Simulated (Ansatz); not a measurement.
Consider an atomisation energy of ClGeH₂I, SMILES [Cl][GeH2][I] (Ansatz 0.2.0, Python API).

`tae_clgeh2i.py`
```python
"""Energy to split ClGeH2I into its atoms."""

from collections import Counter

import ansatz as az

BASIS = "def2-SVPD"
XC = "cam_b3lyp"


def energy_of(molecule, charge=0, unpaired=0):
    calc = molecule.calculation().basis(gaussian=BASIS).functional(XC)
    if charge:
        calc = calc.charge(charge)
    if unpaired:
        calc = calc.spin("collinear", total=unpaired)
    return calc.run().report["free_energy_ev"]

system = (
    az.Crystal.molecule()
    .atom("Cl", (-1.8674, 0.7789, 0.3939))
    .atom("Ge", (-0.0056, -0.0089, -0.199))
    .atom("I", (1.2886, -0.6123, 1.866))
    .atom("H", (-0.1544, -1.2661, -1.0601))
    .atom("H", (0.7886, 1.0347, -1.0423))
)

# unpaired electrons of the ground-state atoms
unpaired = {"Cl": 1, "Ge": 2, "I": 1, "H": 1}
counts = Counter(site.symbol for site in system.cartesian_sites)
atom_energy = {s: energy_of(az.Crystal.molecule().atom(s, (0, 0, 0)), 0, unpaired[s]) for s in counts}
whole = energy_of(system, 0, 0)
for s, e in atom_energy.items():
    print(f"{s:2s} x{counts[s]}  {e:14.5f} eV")
print(f"ClGeH2I: {whole:.5f} eV")
split = sum(counts[s] * e for s, e in atom_energy.items()) - whole
print(f"atomisation energy (no zero-point term): {split:.3f} eV, {split / sum(counts.values()):.3f} eV an atom")
```

What does it cost to take this molecule apart into atoms?

12.108 eV from the electronic energies, without the zero-point term.

What the script printed:

```console
$ python tae_clgeh2i.py
Cl x1    -12517.64061 eV
Ge x1    -56511.99069 eV
I  x1     -8100.25670 eV
H  x2       -13.54842 eV
ClGeH2I: -77169.09290 eV
atomisation energy (no zero-point term): 12.108 eV, 2.422 eV an atom
```

Total energies depend on the basis set; only differences at equal settings carry meaning. The geometry is a force-field or estimated start, not a minimum of this method, and the basis set is short of its limit. All parts are taken at fixed geometry, without zero-point energy. def2 sets replace the cores of elements past krypton by effective core potentials. The spin-orbit lowering of heavy atoms is left out. The whole script took 9.3 s on 1 thread of Arm Neoverse V1, on a shared host, peak memory 0.41 GiB.

(Lines on the test bed's own set-up are left out of the output.)
